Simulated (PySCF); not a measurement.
**TaF₅: electronic structure in real space**

Aim: take TaF₅ and analyse its density (charges, bond critical points, surface potential), see where an electron leaves and enters and measure its response to a uniform field.

Program: PySCF 2.14.0. Level of theory: levels as typed in each script, gas phase, geometry from GFN2-xTB. These are calculated values, not measurements.

## (1) Where the work starts

SMILES `F[Ta](F)(F)(F)F`, 6 atoms, charge 0, spin multiplicity 1.

Bond lengths: F1–Ta2 1.796 Å, Ta2–F3 1.818 Å, Ta2–F4 1.818 Å, Ta2–F5 1.818 Å, Ta2–F6 1.796 Å. Angles: F1–Ta2–F3 90.0°, F1–Ta2–F4 90.0°, F1–Ta2–F5 90.0°, F1–Ta2–F6 180.0°, F3–Ta2–F4 120.0°, F3–Ta2–F5 120.0°, F3–Ta2–F6 90.0°, F4–Ta2–F5 120.0°, F4–Ta2–F6 90.0°, F5–Ta2–F6 90.0°.

As a file:

```xyz
6
F5Ta
F     1.7958    0.0003   -0.0011
Ta   -0.0001   -0.0001   -0.0001
F     0.0000   -1.7564   -0.4705
F    -0.0011    1.2861   -1.2855
F     0.0018    0.4708    1.7564
F    -1.7957   -0.0001    0.0014
```

## (2) Density, bond paths and surface potential (PBE0/def2-tzvp)

Input file input.py:

```python
import numpy as np
from pyscf import gto, scf, dft
from pyscf.scf import atom_ks, atom_hf
from scipy.linalg import block_diag

def solve(mol, dm0=None, hcore=None):
    mf = (dft.UKS if mol.spin else dft.RKS)(mol, xc='pbe0')
    mf.grids.level = 3
    mf = mf.density_fit(auxbasis='def2-universal-jkfit')
    mf.conv_tol, mf.max_cycle = 1e-8, 80
    if hcore is not None:
        mf.get_hcore = lambda *args: hcore
    mf.kernel(dm0)
    if not mf.converged:
        mf = mf.newton().run(mf.mo_coeff, mf.mo_occ, max_cycle=30)
    assert mf.converged, 'SCF not converged'
    return mf

mol = gto.M(atom='''
F      1.79576     0.00025    -0.00109
Ta    -0.00008    -0.00009    -0.00008
F     -0.00003    -1.75642    -0.47051
F     -0.00112     1.28614    -1.28550
F      0.00175     0.47082     1.75635
F     -1.79572    -0.00007     0.00143
''', basis='def2-tzvp', ecp={'Ta': 'def2-tzvp'}, charge=0, spin=0, verbose=4)
mf = solve(mol)
mf.analyze()
# spherically averaged free atoms, for the promolecule
atom_ks.AtomSphAverageRKS.init_guess_by_vsap = lambda self, mol=None: self.init_guess_by_minao(mol)  # core potentials
atm = atom_ks.get_atm_nrks(mol, xc='pbe0')
pro = block_diag(*[(atm[a[0]][2] * atm[a[0]][3]) @ atm[a[0]][2].T for a in mol._atom])
np.savez('result.npz', e=mf.e_tot, c=mf.mo_coeff, occ=mf.mo_occ, eps=mf.mo_energy, pro=pro, dip=mf.dip_moment(verbose=0), s2=mf.spin_square()[0])
```

The run is started by

```bash
$ OMP_NUM_THREADS=1 python input.py
```

## (4) Removing and adding an electron (PBE0/def2-tzvp)

Input file input.py:

```python
import numpy as np
from pyscf import gto, scf, dft
from pyscf.scf import atom_ks, atom_hf
from scipy.linalg import block_diag

def solve(mol, dm0=None, hcore=None):
    mf = (dft.UKS if mol.spin else dft.RKS)(mol, xc='pbe0')
    mf.grids.level = 3
    mf = mf.density_fit(auxbasis='def2-universal-jkfit')
    mf.conv_tol, mf.max_cycle = 1e-8, 80
    if hcore is not None:
        mf.get_hcore = lambda *args: hcore
    mf.kernel(dm0)
    if not mf.converged:
        mf = mf.newton().run(mf.mo_coeff, mf.mo_occ, max_cycle=30)
    assert mf.converged, 'SCF not converged'
    return mf

mol = gto.M(atom='''
F      1.79576     0.00025    -0.00109
Ta    -0.00008    -0.00009    -0.00008
F     -0.00003    -1.75642    -0.47051
F     -0.00112     1.28614    -1.28550
F      0.00175     0.47082     1.75635
F     -1.79572    -0.00007     0.00143
''', basis='def2-tzvp', ecp={'Ta': 'def2-tzvp'}, charge=0, spin=0, verbose=4)
mf = solve(mol)
out = dict(e0=mf.e_tot, dm0=mf.make_rdm1(), c=mf.mo_coeff, occ=mf.mo_occ, eps=mf.mo_energy)
for name, dq, spin in [('cation', 1, 1)]:
    ion = mol.copy().set(charge=mol.charge + dq, spin=spin).build()
    mi = solve(ion)
    if spin and dq > 0 and mol.nao < 130:
        c, _, stable, _ = mi.stability(return_status=True)
        if not stable:
            mi = solve(ion, mi.make_rdm1(c, mi.mo_occ))
    print(name, 'vertical energy change / eV', (mi.e_tot - mf.e_tot) * 27.211386)
    out.update({'e_' + name: mi.e_tot, 'dm_' + name: mi.make_rdm1(), 's2_' + name: mi.spin_square()[0], 'eps_' + name: mi.mo_energy, 'occ_' + name: mi.mo_occ})
# spherically averaged free atoms, for the promolecule
atom_ks.AtomSphAverageRKS.init_guess_by_vsap = lambda self, mol=None: self.init_guess_by_minao(mol)  # core potentials
atm = atom_ks.get_atm_nrks(mol, xc='pbe0')
pro = block_diag(*[(atm[a[0]][2] * atm[a[0]][3]) @ atm[a[0]][2].T for a in mol._atom])
np.savez('result.npz', pro=pro, **out)
```

## (5) Response to an electric field (PBE0/def2-tzvp)

Edit input.py of step 4 so:

```diff
@@ -26,13 +26,10 @@
 ''', basis='def2-tzvp', ecp={'Ta': 'def2-tzvp'}, charge=0, spin=0, verbose=4)
+field = np.array([0.004, 0.0, 0.0])  # atomic units
+mol.set_common_orig(mol.atom_charges() @ mol.atom_coords() / mol.atom_charges().sum())
 mf = solve(mol)
-out = dict(e0=mf.e_tot, dm0=mf.make_rdm1(), c=mf.mo_coeff, occ=mf.mo_occ, eps=mf.mo_energy)
-for name, dq, spin in [('cation', 1, 1)]:
-    ion = mol.copy().set(charge=mol.charge + dq, spin=spin).build()
-    mi = solve(ion)
-    if spin and dq > 0 and mol.nao < 130:
-        c, _, stable, _ = mi.stability(return_status=True)
-        if not stable:
-            mi = solve(ion, mi.make_rdm1(c, mi.mo_occ))
-    print(name, 'vertical energy change / eV', (mi.e_tot - mf.e_tot) * 27.211386)
-    out.update({'e_' + name: mi.e_tot, 'dm_' + name: mi.make_rdm1(), 's2_' + name: mi.spin_square()[0], 'eps_' + name: mi.mo_energy, 'occ_' + name: mi.mo_occ})
+out = dict(dm0=mf.make_rdm1(), d0=mf.dip_moment(unit='AU'), e0=mf.e_tot)
+for name, sign in (('p', 1), ('m', -1)):
+    h = mf.get_hcore() + sign * np.einsum('x,xij->ij', field, mol.intor('int1e_r'))
+    mi = solve(mol, mf.make_rdm1(), h)
+    out.update({'dm' + name: mi.make_rdm1(), 'd' + name: mi.dip_moment(unit='AU'), 'e' + name: mi.e_tot})
 # spherically averaged free atoms, for the promolecule
```

(Steps that only read results are left out.)

Q: Predict the outcome of this session. Wanted: dipole moment; HOMO, LUMO; polarisability along the field.

**Answer**, as computed:

```
                                       quantity             value
                 dipole moment (PBE0/def2-tzvp)            0.00 D
                    HOMO, LUMO (PBE0/def2-tzvp)  -12.33, -1.69 eV
polarisability along the field (PBE0/def2-tzvp)        35.8 bohr³
```

What this shows: At PBE0/def2-tzvp: The highest Hirshfeld charge is on Ta2 (+1.03 e), the lowest on F1 and F6 (−0.22 e). All values hold at the given geometry, in the gas phase.
